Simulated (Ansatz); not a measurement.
# Ta(NH)Cl3 (Cl3HNTa): a spread of methods and bases

Aim: run Ta(NH)Cl3 (Cl3HNTa) under a spread of inputs, and see what each costs and gives.

The runs use Ansatz 0.2.0, Gaussian basis; the settings change from run to run.

### Step 1. The molecule

The structure was relaxed beforehand with PBE0-D4/def2-SVP. Ta takes a core potential in def2 sets; no spin-orbit term is included.

6 atoms, charge 0, spin multiplicity 1.

Atoms are counted from 1 here; the program's logs count them from 0.

Bond lengths: Ta1–N2 1.744 Å, Ta1–Cl4 2.302 Å, Ta1–Cl5 2.302 Å, Ta1–Cl6 2.302 Å, N2–H3 1.014 Å. Angles: N2–Ta1–Cl4 106.9°, N2–Ta1–Cl5 106.9°, N2–Ta1–Cl6 106.9°, Cl4–Ta1–Cl5 112.0°, Cl4–Ta1–Cl6 112.0°, Cl5–Ta1–Cl6 112.0°, Ta1–N2–H3 179.9°.

### Step 2. PBE-QIDH/def2-SVPD

Contents of in.yaml:

```yaml
crystal:
  periodic: [false, false, false]
  atoms:
    - {symbol: Ta, position_ang: [-0.005511, -0.002710, -0.416608]}
    - {symbol: N, position_ang: [0.016680, 0.008426, 1.327339]}
    - {symbol: H, position_ang: [0.030773, 0.015183, 2.341066]}
    - {symbol: Cl, position_ang: [2.188544, -0.002104, -1.112090]}
    - {symbol: Cl, position_ang: [-1.119583, 1.898302, -1.082005]}
    - {symbol: Cl, position_ang: [-1.110904, -1.917098, -1.057711]}
basis:
  gaussian: {orbitals: def2-SVPD}
hamiltonian: {xc: {name: PBE-QIDH}}
scf: {omitted_lower_state_checks: [starts]}
output: {forces: true}
```

Command:

```
$ ansatz run in.yaml --threads 4 --pin off --events-out ev --progress --plain --max-ram 3916MiB
```

What it wrote, shortened:

```text
Functional definition: PBE-QIDH
  name "PBE-QIDH"
  cite "Brémond, Sancho-García, Pérez-Jiménez & Adamo, J. Chem. Phys. 141, 031101 (2014) doi:10.1063/1.4890314"
  cite "Perdew, Burke & Ernzerhof, Phys. Rev. Lett. 77, 3865 (1996) doi:10.1103/PhysRevLett.77.3865"
[...]
1328 factors; integrals over basis functions are off by at most 1.2e-3 eV
[...]
mean field -40583.93264628 eV, -1491.4320159733 hartree, gradient 9.2e-6 eV, S^2 0.000000; 0 other end points of the search recorded, 0 dependent functions left out
16 core orbitals not correlated: weight in the atoms' cores, before any rotation towards them, 1.000 or more for the frozen orbitals, at most 0.000 for the correlated occupied ones
reference -40583.93266333 eV, -1491.4320165998 hartree; 20, 20 occupied and 108, 108 virtual orbitals, 1328 factors
second order -29.06190444 eV of doubles, -0.00000000 eV of singles
[...]
Total energy: -40593.61996481 eV, -1491.7880183629 hartree
Atom 0 at    -0.005511    -0.002710    -0.416608 Å, force    -0.005990    -0.002657    -0.375364 eV/Å
Atom 1 at     0.016680     0.008426     1.327339 Å, force     0.009500     0.004034     0.528976 eV/Å
Atom 2 at     0.030773     0.015183     2.341066 Å, force    -0.004057    -0.001585    -0.184168 eV/Å
Atom 3 at     2.188544    -0.002104    -1.112090 Å, force     0.032871     0.000129     0.009834 eV/Å
Atom 4 at    -1.119583     1.898302    -1.082005 Å, force    -0.016236     0.028216     0.010198 eV/Å
Atom 5 at    -1.110904    -1.917098    -1.057711 Å, force    -0.016087    -0.028138     0.010524 eV/Å
Dipole moment:     0.004479     0.002123     0.316169 e Å
Checks for a lower state left out: starts
```

It took 7 s on 4 threads of Arm Neoverse V2, shared host.

Largest force 0.529 eV/Å, dipole 1.52 D.

### Step 3. HSE06/def2-mTZVPP

Options: a grid of angular degree 11.

in.yaml, as its differences from that of step 2:

```diff
@@ -10,5 +10,4 @@
 basis:
-  gaussian: {orbitals: def2-SVPD}
-hamiltonian: {xc: {name: PBE-QIDH}}
-scf: {omitted_lower_state_checks: [starts]}
+  gaussian: {orbitals: def2-mTZVPP, final_grid: {core_spheres: 5, valence_spheres: 4, degree: 11}}
+hamiltonian: {xc: {name: HSE06}}
 output: {forces: true}
```

Launched as before.

What it wrote, shortened:

```text
Functional definition: HSE06
  name "HSE06"
  cite "Heyd, Scuseria & Ernzerhof, J. Chem. Phys. 118, 8207 (2003) doi:10.1063/1.1564060"
  cite "Krukau, Vydrov, Izmaylov & Scuseria, J. Chem. Phys. 125, 224106 (2006) doi:10.1063/1.2404663"
  cite "Heyd & Scuseria, J. Chem. Phys. 120, 7274 (2004) doi:10.1063/1.1668634"
  cite "Ernzerhof & Perdew, J. Chem. Phys. 109, 3313 (1998) doi:10.1063/1.476928"
  cite "Perdew, Burke & Ernzerhof, Phys. Rev. Lett. 77, 3865 (1996) doi:10.1103/PhysRevLett.77.3865"
  parent pbe
[...]
  # The whole range is PBE's own exchange, as in plane waves. The composition of these papers is wPBEh.
[...]
1423 factors; integrals over basis functions are off by at most 7.1e-4 eV
85 factors; integrals over basis functions are off by at most 3.2e-7 eV
[...]
mean field -40618.37609268 eV, -1492.6977892820 hartree, gradient 4.0e-5 eV, S^2 0.000000; 0 other end points of the search recorded, 0 dependent functions left out
[...]
reference -40618.37613408 eV, -1492.6977908032 hartree; 36, 36 occupied and 110, 110 virtual orbitals, 1423 factors
Total energy: -40618.37613408 eV, -1492.6977908032 hartree
Atom 0 at    -0.005511    -0.002710    -0.416608 Å, force    -0.135042     0.000692     0.185342 eV/Å
Atom 1 at     0.016680     0.008426     1.327339 Å, force     0.046920     0.004164     0.567370 eV/Å
Atom 2 at     0.030773     0.015183     2.341066 Å, force     0.002205    -0.002545    -0.355090 eV/Å
Atom 3 at     2.188544    -0.002104    -1.112090 Å, force     0.114402    -0.000533    -0.125313 eV/Å
Atom 4 at    -1.119583     1.898302    -1.082005 Å, force    -0.014372     0.053785    -0.136485 eV/Å
Atom 5 at    -1.110904    -1.917098    -1.057711 Å, force    -0.014114    -0.055564    -0.135824 eV/Å
Dipole moment:     0.003000     0.001772     0.261585 e Å
```

Wall time 1.8 s (4 threads of Arm Neoverse V2, shared host).

Largest force 0.569 eV/Å, dipole 1.26 D.

### Step 4. rPW86-PBE/def2-SVPD

Set apart from the defaults: rVV10 dispersion.

in.yaml, as its differences from that of step 3:

```diff
@@ -10,4 +10,5 @@
 basis:
-  gaussian: {orbitals: def2-mTZVPP, final_grid: {core_spheres: 5, valence_spheres: 4, degree: 11}}
-hamiltonian: {xc: {name: HSE06}}
+  gaussian: {orbitals: def2-SVPD}
+hamiltonian: {xc: {name: rPW86-PBE}, dispersion: rvv10}
+scf: {omitted_lower_state_checks: [starts]}
 output: {forces: true}
```

Launched as before.

What it wrote, shortened:

```text
Functional definition: rPW86-PBE+rVV10
  name "rPW86-PBE+rVV10"
  cite "Murray, Lee & Langreth, J. Chem. Theory Comput. 5, 2754 (2009) doi:10.1021/ct900365q"
  cite "Perdew, Burke & Ernzerhof, Phys. Rev. Lett. 77, 3865 (1996) doi:10.1103/PhysRevLett.77.3865"
  cite "Vydrov & Van Voorhis, J. Chem. Phys. 133, 244103 (2010) doi:10.1063/1.3521275"
  cite "Sabatini, Gorni & de Gironcoli, Phys. Rev. B 87, 041108(R) (2013) doi:10.1103/PhysRevB.87.041108"
  parent "pbe"
[...]
1383 factors; their error is unknown
[...]
mean field -40650.40816199 eV, -1493.8749461169 hartree, gradient 2.1e-5 eV, S^2 0.000000; 0 other end points of the search recorded, 0 dependent functions left out
[...]
reference -40650.40828791 eV, -1493.8749507442 hartree; 36, 36 occupied and 108, 108 virtual orbitals, 1383 factors
Total energy: -40650.40828791 eV, -1493.8749507442 hartree
Atom 0 at    -0.005511    -0.002710    -0.416608 Å, force    -0.015263    -0.007173    -1.089511 eV/Å
Atom 1 at     0.016680     0.008426     1.327339 Å, force     0.018857     0.009002     1.344475 eV/Å
Atom 2 at     0.030773     0.015183     2.341066 Å, force     0.001844     0.001177     0.218863 eV/Å
Atom 3 at     2.188544    -0.002104    -1.112090 Å, force     0.495821     0.000082    -0.164362 eV/Å
Atom 4 at    -1.119583     1.898302    -1.082005 Å, force    -0.251620     0.428953    -0.157462 eV/Å
Atom 5 at    -1.110904    -1.917098    -1.057711 Å, force    -0.249638    -0.432040    -0.152003 eV/Å
Dipole moment:     0.003514     0.001643     0.241727 e Å
Checks for a lower state left out: starts
```

It took 7 s on 4 threads of Arm Neoverse V2, shared host.

Largest force 1.345 eV/Å, dipole 1.16 D.

### Step 5. PBE-QIDH/def2-mTZVPP

in.yaml, as its differences from that of step 4:

```diff
@@ -10,5 +10,4 @@
 basis:
-  gaussian: {orbitals: def2-SVPD}
-hamiltonian: {xc: {name: rPW86-PBE}, dispersion: rvv10}
+  gaussian: {orbitals: def2-mTZVPP}
+hamiltonian: {xc: {name: PBE-QIDH}}
 scf: {omitted_lower_state_checks: [starts]}
-output: {forces: true}
```

The command is unchanged.

What it wrote, shortened:

```text
Functional definition: PBE-QIDH
  name "PBE-QIDH"
  cite "Brémond, Sancho-García, Pérez-Jiménez & Adamo, J. Chem. Phys. 141, 031101 (2014) doi:10.1063/1.4890314"
  cite "Perdew, Burke & Ernzerhof, Phys. Rev. Lett. 77, 3865 (1996) doi:10.1103/PhysRevLett.77.3865"
[...]
1423 factors; integrals over basis functions are off by at most 7.1e-4 eV
[...]
mean field -40597.31794098 eV, -1491.9239164804 hartree, gradient 1.7e-6 eV, S^2 0.000000; 0 other end points of the search recorded, 0 dependent functions left out
16 core orbitals not correlated: weight in the atoms' cores, before any rotation towards them, 1.000 or more for the frozen orbitals, at most 0.000 for the correlated occupied ones
reference -40597.31795276 eV, -1491.9239169136 hartree; 20, 20 occupied and 110, 110 virtual orbitals, 1423 factors
second order -30.35750154 eV of doubles, -0.00000000 eV of singles
Total energy: -40607.43711994 eV, -1492.2957894484 hartree
Checks for a lower state left out: starts
```

Wall time 3 s (4 threads of Arm Neoverse V2, shared host).

### Step 6. All runs side by side

```
               level  charge  multiplicity  geometry  functions  energy (eV)   time
  PBE-QIDH/def2-SVPD       0             1   relaxed        144   -40593.620    7 s
   HSE06/def2-mTZVPP       0             1   relaxed        146   -40618.376  1.8 s
 rPW86-PBE/def2-SVPD       0             1   relaxed        144   -40650.408    7 s
PBE-QIDH/def2-mTZVPP       0             1   relaxed        146   -40607.437    3 s
```

### Step 7. Summary of results

```
                                         quantity                     value
                                             runs                         4
                                         quickest  HSE06/def2-mTZVPP, 1.8 s
                                          slowest   PBE-QIDH/def2-SVPD, 7 s
spread of total energies, same state and geometry                   56.8 eV
                  dipole, same state and geometry            1.16 to 1.52 D
```

In words: PBE-QIDH/def2-SVPD took 4 times as long as HSE06/def2-mTZVPP. The jobs differ in tasks and options as well as level. The totals spread over 57 eV; they can't be compared across methods or bases. At the PBE0-D4/def2-SVP geometry and in the same state, the sound runs without point charges leave forces up to 1.34 eV/Å (rPW86-PBE/def2-SVPD). At that geometry and state the dipole changes by 31 % between the lowest and highest value.
